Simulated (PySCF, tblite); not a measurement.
# C₅H₁₀OSi: geometry, infrared bands and NMR shifts

Aim: predict the infrared bands and NMR shifts of C₅H₁₀OSi (`C=C[C@@H](C=O)C[SiH3]`).

The runs use tblite 0.8.0 and PySCF 2.14.0, with density-fitted response routines of our own; the level of theory stands in each step. All values are computed, except where a source is named. Atoms count from 0, in the outputs and in this text.

## (1) The molecule as given

17 atoms, charge 0, multiplicity 1; geometry from: force field or distance geometry start.

Bonds of the start (Å): C0–C1 1.34, C1–C2 1.52, C2–C3 1.52, C3–O4 1.22, C2–C5 1.54, C5–Si6 1.88, C0–H7 1.09, C0–H8 1.09, C1–H9 1.08, C2–H10 1.09, C3–H11 1.12, C5–H12 1.09, C5–H13 1.10, Si6–H14 1.49, Si6–H15 1.48, Si6–H16 1.48.

## (2) Optimising the geometry with GFN2-xTB

Job settings and geometry (Å):

```
{"job": {"kind": "relax", "xc": "GFN2-xTB", "basis": "xTB"}, "charge": 0, "multiplicity": 1}
C     -1.687200     1.524900     1.568700
C     -1.453600     0.810500     0.458600
C     -0.263700    -0.131700     0.314500
C     -0.862400    -1.517800     0.144900
O     -1.001000    -2.107900    -0.911700
C      0.586700     0.295100    -0.890400
Si     2.267600    -0.532100    -1.010800
H     -1.043100     1.496200     2.445400
H     -2.555100     2.181300     1.619300
H     -2.135700     0.887000    -0.373600
H      0.329900    -0.141400     1.224900
H     -1.203800    -2.001600     1.094200
H      0.048800     0.119000    -1.817500
H      0.780800     1.375800    -0.841100
H      3.058200    -0.173900     0.199300
H      2.131100    -2.010400    -1.025400
H      2.995600    -0.061100    -2.209100
```

Command:

```sh
$ OMP_NUM_THREADS=1 python probes_run.py task.json out
```

The driver reads the jobs from task.json and runs them one after another.

**Question.** This job is followed by: GFN2-xTB harmonic vibrations, gas phase; GIAO PBE0/pcSseg-1 NMR shielding, non-relativistic, gas phase. What will the session give for the following? strongest single infrared mode (GFN2-xTB); zero-point energy (GFN2-xTB); 13C shifts against TMS (PBE0/pcSseg-1); 1H shifts against TMS (PBE0/pcSseg-1, means over atoms taken as alike); 17O shifts against H2O (PBE0/pcSseg-1); 29Si shifts against TMS (PBE0/pcSseg-1).

As calculated:

```
                                                              quantity                                               value
                             strongest single infrared mode (GFN2-xTB)                                799 cm⁻¹, 454 km/mol
                                          zero-point energy (GFN2-xTB)                                       80.8 kcal/mol
                                13C shifts against TMS (PBE0/pcSseg-1)                 205.6, 146.2, 126.7, 61.8, 10.8 ppm
1H shifts against TMS (PBE0/pcSseg-1, means over atoms taken as alike)  9.78, 5.72, 5.67, 5.64, 3.88, 2.81, 1.21, 0.62 ppm
                                17O shifts against H2O (PBE0/pcSseg-1)                                           694.8 ppm
                               29Si shifts against TMS (PBE0/pcSseg-1)                                           -72.6 ppm
```

What this shows: The optimisation took 72 steps and gained 0.116 eV; among the close pairs (by a distance rule), Si6–H15 changed most, from 1.485 to 1.457 Å. No mode is imaginary among the 45: a minimum at this level. The strongest single mode, at 799 cm⁻¹, is spread over several atoms, H16, H14, H15, Si6 among them. Unscaled tight-binding wavenumbers are off by several per cent, some by more. Its intensities can rank the bands wrongly. C3 (aldehyde carbonyl carbon) lies farthest downfield among carbon, at 205.6 ppm; low-lying n→π* states of the double bond to the heteroatom give a large paramagnetic term (-269 ppm). The most deshielded hydrogen is H11 (hydrogen on an aldehyde carbonyl carbon), at 9.78 ppm: deshielded by the polar, anisotropic C=O bond. At PBE0/pcSseg-1: The largest span, 1367 ppm, is at O4, where the paramagnetic term is -760 ppm.
